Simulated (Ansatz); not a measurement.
# C3H6FNSi: a ladder of functionals and wavefunction methods

How much do the methods differ for C3H6FNSi? The plan is to run it at one geometry with functionals of several rungs and with coupled cluster. The yardstick is the atomisation energy at the CCSD(T) limit.

Method: functionals in def2-TZVPP, the program's frozen cores in correlated methods; program: Ansatz 0.2.0, Gaussian basis.

The runs, in order: LDA (SPW92), PBE-D4, revPBE-D4, BLYP-D4, r2SCAN-D4, B97M-V, PBE0-D4, B3LYP-D4, r2SCANh-D4, r2SCAN0-D4, HSE06-D4, BHLYP-D4, CAM-B3LYP-D4, LC-ωPBE, ωB97X-V, ωB97M-V, B2PLYP, PBE-QIDH; CCSD(T)/def2-SVP; CCSD(T)/def2-TZVPP; MP2/def2-QZVPP; extrapolation to the limit; RPA on PBE.

## (1) The geometry

All runs share one geometry, relaxed beforehand with PBE0-D4 in a triple-zeta def2 set.

SMILES `NC1(F)C=C[SiH2]1`, 12 atoms, charge 0, spin multiplicity 1.

Atoms are counted from 1 here; the program's logs count them from 0.

Bond lengths: N1–C2 1.404 Å, N1–H7 1.014 Å, N1–H8 1.010 Å, C2–F3 1.417 Å, C2–C4 1.513 Å, C2–Si6 1.926 Å, C4–C5 1.340 Å, C4–H9 1.091 Å, C5–Si6 1.855 Å, C5–H10 1.082 Å, Si6–H11 1.486 Å, Si6–H12 1.489 Å. Angles: C2–N1–H7 112.5°, C2–N1–H8 112.7°, H7–N1–H8 109.4°, N1–C2–F3 111.7°, N1–C2–C4 114.2°, N1–C2–Si6 119.7°, F3–C2–C4 109.2°, F3–C2–Si6 114.4°, C4–C2–Si6 84.5°, C2–C4–C5 107.9°, C2–C4–H9 123.6°, C5–C4–H9 128.5°, C4–C5–Si6 92.3°, C4–C5–H10 126.4°, Si6–C5–H10 141.3°, C2–Si6–C5 75.2°, C2–Si6–H11 115.7°, C2–Si6–H12 118.0° and more.

Coordinates:

```xyz
12

N     0.49123   -1.39310    0.98874
C     0.48278   -0.47365   -0.07254
F     1.48072   -0.77263   -1.03368
C     0.62104    0.97001    0.35685
C    -0.48519    1.62186   -0.02764
Si   -1.19541    0.10281   -0.82129
H     1.37903   -1.41242    1.47757
H     0.24918   -2.32923    0.69578
H     1.49053    1.36140    0.88705
H    -0.71170    2.66448    0.15277
H    -1.27821    0.08582   -2.30530
H    -2.44700   -0.48055   -0.26420
```

## (2) LDA

This LDA is Slater exchange with PW92 correlation.

Contents of in.yaml:

```yaml
crystal:
  periodic: [false, false, false]
  atoms:
    - {symbol: N, position_ang: [0.491226, -1.393099, 0.988740]}
    - {symbol: C, position_ang: [0.482781, -0.473655, -0.072541]}
    - {symbol: F, position_ang: [1.480723, -0.772630, -1.033683]}
    - {symbol: C, position_ang: [0.621041, 0.970012, 0.356845]}
    - {symbol: C, position_ang: [-0.485194, 1.621862, -0.027642]}
    - {symbol: Si, position_ang: [-1.195408, 0.102808, -0.821292]}
    - {symbol: H, position_ang: [1.379026, -1.412420, 1.477566]}
    - {symbol: H, position_ang: [0.249180, -2.329227, 0.695780]}
    - {symbol: H, position_ang: [1.490529, 1.361400, 0.887048]}
    - {symbol: H, position_ang: [-0.711696, 2.664477, 0.152775]}
    - {symbol: H, position_ang: [-1.278207, 0.085818, -2.305296]}
    - {symbol: H, position_ang: [-2.446998, -0.480548, -0.264197]}
basis:
  gaussian: {orbitals: def2-TZVPP}
hamiltonian: {xc: lda}
output: {orbitals: {seedname: orbitals}}
```

Further steps of the session: PBE-D4 (GGA); revPBE-D4 (GGA); BLYP-D4 (GGA); r2SCAN-D4 (meta-GGA); B97M-V (meta-GGA); PBE0-D4 (hybrid); B3LYP-D4 (hybrid); r2SCANh-D4 (hybrid); r2SCAN0-D4 (hybrid); HSE06-D4 (hybrid); BHLYP-D4 (hybrid); CAM-B3LYP-D4 (range-separated); LC-ωPBE (range-separated); ωB97X-V (range-separated); ωB97M-V (range-separated); B2PLYP (double hybrid); PBE-QIDH (double hybrid); CCSD(T) in def2-SVP; CCSD(T) in def2-TZVPP; MP2 in def2-QZVPP; RPA on PBE orbitals.

Before running them: what should the planned runs give, taken together? Wanted: atomisation energy, CCSD(T)/CBS; farthest beyond LDA; mean size of error, GGA; mean size of error, meta-GGA; mean size of error, hybrid; mean size of error, range-separated; mean size of error, double hybrid; gap, smallest and largest; T1 diagnostic.

**Answer**, as computed:

```
                               quantity                                                                           value
        atomisation energy, CCSD(T)/CBS                                                                       48.109 eV
    functionals within 0.241 eV (0.5 %)  revPBE-D4, BLYP-D4, r2SCAN-D4, B97M-V, B3LYP-D4, r2SCANh-D4, LC-ωPBE, PBE-QIDH
                    farthest beyond LDA                                                            BHLYP-D4 (-1.605 eV)
                mean size of error, GGA                                                                        0.639 eV
           mean size of error, meta-GGA                                                                        0.137 eV
             mean size of error, hybrid                                                                        0.584 eV
    mean size of error, range-separated                                                                        0.269 eV
      mean size of error, double hybrid                                                                        0.331 eV
              gap, smallest and largest                                       4.63 eV (LDA (SPW92)), 12.25 eV (LC-ωPBE)
                          T1 diagnostic                                                                          0.0125
triples share of the correlation energy                                                                           4.1 %
```

The LDA atomisation energy is off by 7.920 eV (16 %): it overbinds. PBE-D4 misses by +1.541 eV. Double hybrids carry the basis error of their MP2 part in triple zeta, and no dispersion term here, so their miss is partly the set-up's. By mean error the best rung here is meta-GGA (0.137 eV) and the worst beyond LDA is GGA (0.639 eV). Misses under about 0.241 eV are within the doubt on the reference itself, which lacks core-valence correlation, relativity and higher excitations. Hartree-Fock recovers 70 % of the binding; the rest is correlation. CCSD(T) in def2-SVP is off by -2.731 eV, which most functionals beat. Orbital gaps span 4.6 to 12.2 eV; exact exchange widens them.
